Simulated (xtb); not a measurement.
# C2H2N2Sn (SMILES N#[C][SnH2][C]#N) at GFN2-xTB

We compute a geometry optimisation of C2H2N2Sn. 

The calculation is run with xtb 6.7.1 later snapshot.

2 further runs of the same task are left out: 2 set aside as unsound or not needed.

### 1 Starting point

The species is C2H2N2Sn (7 atoms), meant as a singlet with charge 0. SMILES: `N#[C][SnH2][C]#N`. The shape is that of a PBE0-D4/def2-TZVP optimisation. The run starts from this shape.

Bond lengths: N1–C2 1.152 Å, C2–Sn3 2.099 Å, Sn3–C4 2.099 Å, C4–N5 1.152 Å, Sn3–H6 1.688 Å, Sn3–H7 1.688 Å. Angles: N1–C2–Sn3 178.2°, C2–Sn3–C4 104.7°, Sn3–C4–N5 178.1°, C2–Sn3–H6 108.7°, C2–Sn3–H7 108.6°, C4–Sn3–H6 108.6°, C4–Sn3–H7 108.6°, H6–Sn3–H7 116.9°.

### 2 A structure relaxation at GFN2-xTB

The input, input.xyz:

```xyz
7
start
N      1.15510     2.51350    -0.84270
C      0.59590     1.52150    -0.67110
Sn    -0.45320    -0.27810    -0.41620
C      0.25720    -1.05440     1.39950
N      0.62360    -1.50970     2.39180
H     -2.09520     0.07360    -0.24680
H     -0.02220    -1.33440    -1.66010
```

Started as:

```bash
xtb input.xyz -c 0 --gfn 2 -o vtight > input.out
```

**Question.** What will come out? Wanted: total energy at the end; dipole moment; HOMO energy; LUMO energy; HOMO–LUMO gap; dispersion energy; mean polarisability.

**Answer.** As computed:

At GFN2-xTB:

| quantity | value |
| --- | --- |
| total energy at the end | -13.09923 Eh |
| dipole moment | 3.91 D |
| HOMO energy | -12.00 eV |
| LUMO energy | -7.44 eV |
| HOMO–LUMO gap | 4.57 eV |
| dispersion energy | -11.08 kJ/mol |
| mean polarisability (D4 model) | 69.9 bohr³ |

At the final geometry: Bond lengths: N1–C2 1.142 Å, C2–Sn3 2.099 Å, Sn3–C4 2.099 Å, C4–N5 1.142 Å, Sn3–H6 1.672 Å, Sn3–H7 1.672 Å. Angles: N1–C2–Sn3 179.7°, C2–Sn3–C4 105.6°, Sn3–C4–N5 179.7°, C2–Sn3–H6 109.0°, C2–Sn3–H7 109.0°, C4–Sn3–H6 109.0°, C4–Sn3–H7 109.0°, H6–Sn3–H7 114.8°. The optimisation took 11 steps and changed the energy by -0.017 eV.
